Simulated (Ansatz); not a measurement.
# Mg3W: the cost of one run

Program: Ansatz 0.2.0. Level of theory: DFT PBE, scalar-relativistic, plane waves, PAW. These are calculated values, not measurements.

## 1. The starting structure

Symmetry: Pm-3m, No. 221, cubic system. Conventional cell: a = 4.128 Å, b = 4.128 Å, c = 4.128 Å, α = 90.00°, β = 90.00°, γ = 90.00°. Mg (site symmetry 4/mmm) is surrounded by 8 Mg at 2.92 Å and 4 W at 2.92 Å. W (site symmetry m-3m) has 12 Mg at 2.92 Å as nearest neighbours.

Coordinates:

```cif
data_structure
_symmetry_space_group_name_H-M 'P 1'
_symmetry_Int_Tables_number 1
_cell_length_a 4.1280
_cell_length_b 4.1280
_cell_length_c 4.1280
_cell_angle_alpha 90.000
_cell_angle_beta 90.000
_cell_angle_gamma 90.000
_cell_volume 70.34
loop_
_atom_site_label
_atom_site_type_symbol
_atom_site_fract_x
_atom_site_fract_y
_atom_site_fract_z
_atom_site_occupancy
Mg1 Mg 0.00000 0.50000 0.50000 1
Mg2 Mg 0.50000 0.00000 0.50000 1
Mg3 Mg 0.50000 0.50000 0.00000 1
W1 W 0.00000 0.00000 0.00000 1
```

This is candidate A: Cu3Au (L1_2) type (Pm-3m, No. 221).

(A quick probe on a coarse mesh, which set the mesh and smearing, is not shown.)

## 3. A loose first relaxation (candidate A)

Contents of input.yaml:

```yaml
crystal:
  lattice:
    - [4.1279820817, 0.0, 0.0]
    - [0.0, 4.1279820817, 0.0]
    - [0.0, 0.0, 4.1279820817]
  atoms:
    - { symbol: Mg, position: [0.0, 0.5, 0.5] }
    - { symbol: Mg, position: [0.5, 0.0, 0.5] }
    - { symbol: Mg, position: [0.5, 0.5, 0.0] }
    - { symbol: W, position: [0.0, 0.0, 0.0] }
basis:
  ecutwfc: 420
kpoints:
  mp_grid: { grid: [4, 4, 4] }
hamiltonian:
  xc: pbe
scf:
  occupations: { method: gaussian, width: 0.1 }
  lower_state_search: "off"
output:
  forces: true
  stress: true
  eigenvalues: true
relax:
  adjacent_minimum: "off"
  f_tol: 0.04
  max_steps: 70
  cell: { stress_tol: 0.4 }
```

Launch:

```
> ansatz run input.yaml --threads 1 --pin off --max-ram 2560MiB --backend cpu --events-out ev --progress --plain --runs-dir out
```

What time and memory should one allow on 1 thread of Arm Neoverse V2, shared host?

About 5.1 s, with a peak of 0.31 GiB.
